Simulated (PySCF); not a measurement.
# C₆H₁₁BO: excited states, first hyperpolarisability

Wanted: excited states, first hyperpolarisability for C₆H₁₁BO (`COC=C=CB(C)C`).

Programs: PySCF 2.14.0, with routines of our own; each step states its level. All values are computed. Atoms count from 0.

### 1 The starting structure

19 atoms, charge 0, multiplicity 1; geometry from: GFN2-xTB.

### 2 Geometry optimisation at PBE0-D3(BJ)/def2-SVP

The job: settings as JSON, then the geometry in Å.

```
{"job": {"xc": "PBE0", "basis": "def2-SVP", "d3": "d3bj", "grid": 2, "kind": "geom"}, "charge": 0, "multiplicity": 1}
C      3.921009    -0.624684    -0.389060
O      2.616346    -0.299196    -0.788181
C      1.816141     0.208351     0.212635
C      0.641891     0.728872     0.004643
C     -0.574162     1.182720    -0.151946
B     -1.848140     0.291697    -0.113078
C     -3.239531     0.958386    -0.446818
C     -1.744385    -1.237666     0.254084
H      4.414602    -1.035895    -1.268044
H      3.923283    -1.376359     0.410035
H      4.472742     0.259272    -0.047271
H      2.220794     0.160687     1.220121
H     -0.683200     2.249992    -0.330595
H     -3.345501     1.948456    -0.006189
H     -3.314538     1.100753    -1.526098
H     -4.098490     0.362503    -0.147283
H     -1.981311    -1.368385     1.310950
H     -0.749539    -1.649268     0.102802
H     -2.457814    -1.850986    -0.293004
```

Started as:

```bash
OMP_NUM_THREADS=1 python excited_run.py task.json out
```

This one command runs all jobs of the session in turn.

What it wrote:

```text
step   0  E = -334.62891047  max force = 0.022459
step   1  E = -334.63119400  max force = 0.004314
step   2  E = -334.63128901  max force = 0.001172
step   3  E = -334.63131129  max force = 0.002687
step   4  E = -334.63136656  max force = 0.001641
step   5  E = -334.63144281  max force = 0.001281
step   6  E = -334.63151142  max force = 0.001385
step   7  E = -334.63155689  max force = 0.000591
step   8  E = -334.63157371  max force = 0.000602
step   9  E = -334.63158021  max force = 0.000513
step  10  E = -334.63158663  max force = 0.000258
optimisation converged
```

Wall time 2.4 min (1 thread of Arm Neoverse V1, shared host); peak memory 0.84 GiB.

Relaxation path:

```
step  energy from step 0 (eV)  largest force component (eV/Å)
   0                   0.0000                          1.1549
   1                  -0.0621                          0.2218
   2                  -0.0647                          0.0603
   3                  -0.0653                          0.1382
   4                  -0.0668                          0.0844
   5                  -0.0689                          0.0659
   6                  -0.0708                          0.0712
   7                  -0.0720                          0.0304
   8                  -0.0725                          0.0310
   9                  -0.0726                          0.0264
  10                  -0.0728                          0.0133
```

Distances of close pairs at the start and the end, largest changes first:

```
  bond  before (Å)  after (Å)  change (Å)
 O1–C2       1.378      1.357      -0.022
C6–H14       1.091      1.108      +0.017
C7–H16       1.091      1.107      +0.016
 C4–B5       1.555      1.569      +0.014
C7–H18       1.088      1.103      +0.014
C2–H11       1.087      1.101      +0.014
 C2–C3       1.301      1.315      +0.014
C4–H12       1.088      1.101      +0.014
```

The final coordinates are the input of the step that follows.

```
                         at the end point                value
  point group (found at 0.08 Å tolerance)                   C1
rotational constants (GHz, main isotopes)  5.638, 0.755, 0.700
                        dipole moment (D)                 1.61
```

### 3 Excited states: TDA CAM-B3LYP/def2-TZVP

The job: settings as JSON, then the geometry in Å.

```
{"job": {"kind": "states", "xc": "CAM-B3LYP", "basis": "def2-TZVP", "tda": true, "soc": true, "nstates": 6, "ntriplets": 5, "nquad": 4}, "charge": 0, "multiplicity": 1}
C      4.369666    -0.299901    -0.604046
O      2.983247    -0.300287    -0.807821
C      2.264486     0.265312     0.194150
C      1.118289     0.882575     0.010102
C     -0.076366     1.420152    -0.132345
B     -1.389443     0.560435    -0.133034
C     -2.746676     1.279527    -0.472446
C     -1.348484    -0.976742     0.178738
H      4.819609    -0.877632    -1.421969
H      4.640681    -0.776666     0.357028
H      4.787997     0.722813    -0.616859
H      2.668580     0.160803     1.212625
H     -0.130494     2.510218    -0.278157
H     -2.802781     2.311443    -0.090557
H     -2.785370     1.367404    -1.576229
H     -3.646948     0.725277    -0.167691
H     -1.783015    -1.119697     1.186534
H     -0.342578    -1.420775     0.181509
H     -2.001588    -1.548235    -0.501399
```

Level: TDA CAM-B3LYP/def2-TZVP excited states, vertical, gas phase, spin-orbit mean-field couplings.

What it wrote:

```text
coarse grid: 15512 points
cycle   1  E = -335.1354218159  dE =  9.970e-01  |g| = 6.393e-01  |ddm| = 3.251e+00
cycle   2  E = -335.1274459638  dE =  7.976e-03  |g| = 7.223e-01  |ddm| = 1.597e+00
cycle   3  E = -335.2210096814  dE = -9.356e-02  |g| = 9.373e-02  |ddm| = 1.027e+00
cycle   4  E = -335.2223330656  dE = -1.323e-03  |g| = 4.086e-02  |ddm| = 1.024e-01
cycle   5  E = -335.2227001812  dE = -3.671e-04  |g| = 1.018e-02  |ddm| = 4.275e-02
cycle   6  E = -335.2227228479  dE = -2.267e-05  |g| = 3.467e-03  |ddm| = 1.072e-02
cycle   7  E = -335.2227257785  dE = -2.931e-06  |g| = 5.832e-04  |ddm| = 4.099e-03
final grid: 148760 points
cycle   8  E = -335.2137253605  dE = -5.913e-05  |g| = 5.130e-03  |ddm| = 7.685e-02
cycle   9  E = -335.2137270833  dE = -1.723e-06  |g| = 4.424e-03  |ddm| = 9.614e-03
cycle  10  E = -335.2137312122  dE = -4.129e-06  |g| = 5.644e-04  |ddm| = 2.854e-03
cycle  11  E = -335.2137312518  dE = -3.961e-08  |g| = 3.023e-04  |ddm| = 1.032e-03
cycle  12  E = -335.2137312675  dE = -1.574e-08  |g| = 5.001e-05  |ddm| = 4.889e-04
cycle  13  E = -335.2137312681  dE = -6.130e-10  |g| = 1.438e-05  |ddm| = 6.092e-05
converged SCF energy = -335.2137312681

Singlet excitations
state   eV       nm        f     d(h-e)  d(exc)  Lambda  PR(NTO)  |dmu|/D   mu/D   main configurations
  1   3.7479   330.8   0.00078   1.284   2.933   0.490   1.011    4.326    5.700   H->L 0.95
  2   6.0087   206.3   0.00245   1.106   2.797   0.420   1.013    4.472    3.195   H-2->L 0.92
  3   6.4134   193.3   0.44690   0.733   2.827   0.688   1.278    2.591    4.003   H-1->L 0.77
  4   6.4403   192.5   0.08268   0.246   2.745   0.501   1.461    0.844    0.730   H-3->L 0.40, H-4->L 0.24, H-1->L 0.11
  5   6.8441   181.2   0.03491   0.482   3.622   0.402   1.382                     H->L+1 0.45, H->L+3 0.26
  6   7.0058   177.0   0.60651   0.494   2.937   0.646   1.196                     H->L+2 0.71

Triplet excitations (Tamm-Dancoff)
state   eV     d(h-e)  d(exc)  Lambda  PR(NTO)   main configurations
  1   3.3518   1.202   2.864   0.489   1.013   H->L 0.93
  2   3.9230   0.208   2.294   0.727   1.081   H-1->L 0.87
  3   4.4008   0.181   2.308   0.654   1.085   H->L+2 0.72, H->L+1 0.09
  4   5.6256   0.968   2.676   0.415   1.014   H-2->L 0.89
  5   5.9668   0.399   2.609   0.481   1.357   H-3->L 0.46, H-4->L 0.31
S1 - T1 = 0.3961 eV

Spin-orbit couplings |<S|Hso|T>| (cm-1)
             T1       T2       T3       T4       T5
S0        6.238    0.360    1.711    3.109    1.898
S1        0.110    3.055    7.245    1.555    1.927
S2        1.420    1.707    0.426    0.425    6.735
S3        3.953    1.220    0.246    3.123    4.086
S4        2.091    3.285    1.611    6.016    1.570
S5        1.073    0.764    4.106    2.475    0.661
S6        9.547    1.679    1.110    0.500    1.715
T1 sublevels (cm-1): 0.000 0.002 0.004   radiative rates (1/s): 0.0186 11.2 23.2
```

Wall time 96 s (1 thread of Arm Neoverse V1, shared host); peak memory 1.4 GiB.

From this job:

```
  quantity    value
S1 less T1  0.40 eV
```

### 4 Excited states: TDDFT CAM-B3LYP/aug-cc-pVDZ

The job, as its differences from that of step 3:

```diff
@@ -1,2 +1,2 @@
-{"job": {"kind": "states", "xc": "CAM-B3LYP", "basis": "def2-TZVP", "tda": true, "soc": true, "nstates": 6, "ntriplets": 5, "nquad": 4}, "charge": 0, "multiplicity": 1}
+{"job": {"kind": "states", "xc": "CAM-B3LYP", "basis": "aug-cc-pVDZ", "tpa": true, "nstates": 8, "nquad": 6, "ntriplets": 0}, "charge": 0, "multiplicity": 1}
 C      4.369666    -0.299901    -0.604046
```

Level: TDDFT CAM-B3LYP/aug-cc-pVDZ excited states, vertical, gas phase, two-photon moments by quadratic response.

What it wrote:

```text
coarse grid: 15512 points
cycle   1  E = -335.0133356546  dE =  1.049e+00  |g| = 5.928e-01  |ddm| = 1.425e+01
cycle   2  E = -335.0077970709  dE =  5.539e-03  |g| = 6.641e-01  |ddm| = 2.836e+00
cycle   3  E = -335.0927441612  dE = -8.495e-02  |g| = 8.629e-02  |ddm| = 1.223e+00
cycle   4  E = -335.0939871350  dE = -1.243e-03  |g| = 3.627e-02  |ddm| = 2.451e-01
cycle   5  E = -335.0942989806  dE = -3.118e-04  |g| = 9.582e-03  |ddm| = 1.278e-01
cycle   6  E = -335.0943208659  dE = -2.189e-05  |g| = 2.997e-03  |ddm| = 3.778e-02
cycle   7  E = -335.0943232273  dE = -2.361e-06  |g| = 4.928e-04  |ddm| = 8.802e-03
final grid: 148760 points
cycle   8  E = -335.1158227266  dE = -2.445e-05  |g| = 4.129e-03  |ddm| = 2.434e-01
cycle   9  E = -335.1158244113  dE = -1.685e-06  |g| = 3.355e-03  |ddm| = 2.980e-02
cycle  10  E = -335.1158271819  dE = -2.771e-06  |g| = 2.612e-04  |ddm| = 9.472e-03
cycle  11  E = -335.1158271928  dE = -1.091e-08  |g| = 1.715e-04  |ddm| = 1.351e-03
cycle  12  E = -335.1158271986  dE = -5.866e-09  |g| = 4.008e-05  |ddm| = 5.446e-04
cycle  13  E = -335.1158271990  dE = -3.934e-10  |g| = 8.557e-06  |ddm| = 1.399e-04
converged SCF energy = -335.1158271990

Singlet excitations
state   eV       nm        f     d(h-e)  d(exc)  Lambda  PR(NTO)  |dmu|/D   mu/D   delta(TPA)   sigma/GM   main configurations
  1   3.7127   333.9   0.00083   1.269   2.965   0.482   1.017    4.278    5.618        2.65      0.013   H->L 0.94
  2   5.7106   217.1   0.01736   1.093   4.322   0.238   1.035    5.523    4.030      154.80      1.849   H->L+1 0.75
  3   5.9624   207.9   0.01850   1.021   2.823   0.415   1.030    4.093    2.838        9.49      0.124   H-2->L 0.84
  4   6.1094   202.9   0.45544   0.534   2.975   0.644   1.359    1.782    3.156       61.54      0.841   H-1->L 0.82
  5   6.2571   198.1   0.10670   0.709   4.531   0.235   1.068    3.161    2.364       58.73      0.842   H->L+3 0.58, H->L+2 0.18
  6   6.3137   196.4   0.01242   1.054   4.934   0.203   1.112    5.895    4.559      203.98      2.979   H->L+2 0.54, H->L+3 0.13, H->L+4 0.09
  7   6.4058   193.5   0.00963   0.572   3.933   0.304   1.813                                            H->L+4 0.32, H-3->L 0.19, H-4->L 0.10
  8   6.4267   192.9   0.03171   0.423   3.787   0.339   2.034                                            H->L+4 0.29, H-3->L 0.25, H-4->L 0.16
```

Run time: 1.8 min. Hardware: 1 thread of Arm Neoverse V1, shared host; peak memory 1.2 GiB.

### 5 First hyperpolarisability: quadratic response CAM-B3LYP/aug-cc-pVDZ

The job, as its differences from that of step 4:

```diff
@@ -1,2 +1,2 @@
-{"job": {"kind": "states", "xc": "CAM-B3LYP", "basis": "aug-cc-pVDZ", "tpa": true, "nstates": 8, "nquad": 6, "ntriplets": 0}, "charge": 0, "multiplicity": 1}
+{"job": {"kind": "beta", "xc": "CAM-B3LYP", "basis": "aug-cc-pVDZ"}, "charge": 0, "multiplicity": 1}
 C      4.369666    -0.299901    -0.604046
```

Method: quadratic response CAM-B3LYP/aug-cc-pVDZ first hyperpolarisability, Taylor convention, gas phase.

What it wrote:

```text
coarse grid: 15512 points
cycle   1  E = -335.0133356546  dE =  1.049e+00  |g| = 5.928e-01  |ddm| = 1.425e+01
cycle   2  E = -335.0077970709  dE =  5.539e-03  |g| = 6.641e-01  |ddm| = 2.836e+00
cycle   3  E = -335.0927441612  dE = -8.495e-02  |g| = 8.629e-02  |ddm| = 1.223e+00
cycle   4  E = -335.0939871350  dE = -1.243e-03  |g| = 3.627e-02  |ddm| = 2.451e-01
cycle   5  E = -335.0942989806  dE = -3.118e-04  |g| = 9.582e-03  |ddm| = 1.278e-01
cycle   6  E = -335.0943208659  dE = -2.189e-05  |g| = 2.997e-03  |ddm| = 3.778e-02
cycle   7  E = -335.0943232273  dE = -2.361e-06  |g| = 4.928e-04  |ddm| = 8.802e-03
final grid: 148760 points
cycle   8  E = -335.1158227266  dE = -2.445e-05  |g| = 4.129e-03  |ddm| = 2.434e-01
cycle   9  E = -335.1158244113  dE = -1.685e-06  |g| = 3.355e-03  |ddm| = 2.980e-02
cycle  10  E = -335.1158271819  dE = -2.771e-06  |g| = 2.612e-04  |ddm| = 9.472e-03
cycle  11  E = -335.1158271928  dE = -1.091e-08  |g| = 1.715e-04  |ddm| = 1.351e-03
cycle  12  E = -335.1158271986  dE = -5.866e-09  |g| = 4.008e-05  |ddm| = 5.446e-04
cycle  13  E = -335.1158271990  dE = -3.934e-10  |g| = 8.557e-06  |ddm| = 1.399e-04
converged SCF energy = -335.1158271990

Lowest singlets (eV, f): 3.7127 0.0008  5.7106 0.0174  5.9624 0.0185

First hyperpolarisability (au)
process     nm      |vector|   parallel      HRS      DR
static         -      203.83      28.21      84.37   5.005
shg       1907.0      216.62      32.02      89.52   5.043
eope      1907.0      207.95      29.43          -       -
shg       1064.0      250.24       42.2     103.17   5.106
eope      1064.0      217.57      32.31          -       -
```

Wall time 81 s (1 thread of Arm Neoverse V1, shared host); peak memory 1.2 GiB.

### 6 Summary of results

| quantity | value |
| --- | --- |
| point group | C1 |
| rotational constants (main isotopes) | 5.64, 0.75, 0.70 GHz |
| S1 less T1 (step 3, TDA CAM-B3LYP/def2-TZVP) | 0.40 eV |
| β vector (step 5, quadratic response CAM-B3LYP/aug-cc-pVDZ) | static 204, SHG 1907.0 nm 217, SHG 1064.0 nm 250 au |

What this shows: Relaxing lowered the energy by 0.073 eV in 10 steps; the close pair that moved most is O1–C2, from 1.378 to 1.357 Å. No frequency check was run at this level, so the end point may be a saddle. In step 3, the number of triplets below S1 is 1, and the largest singlet-triplet spin-orbit coupling is S6–T1, 9.55 cm⁻¹. β grows from 204 au (static) to 250 au for doubling at 1064.0 nm: normal dispersion, which grows as twice the photon energy moves toward the bright states.
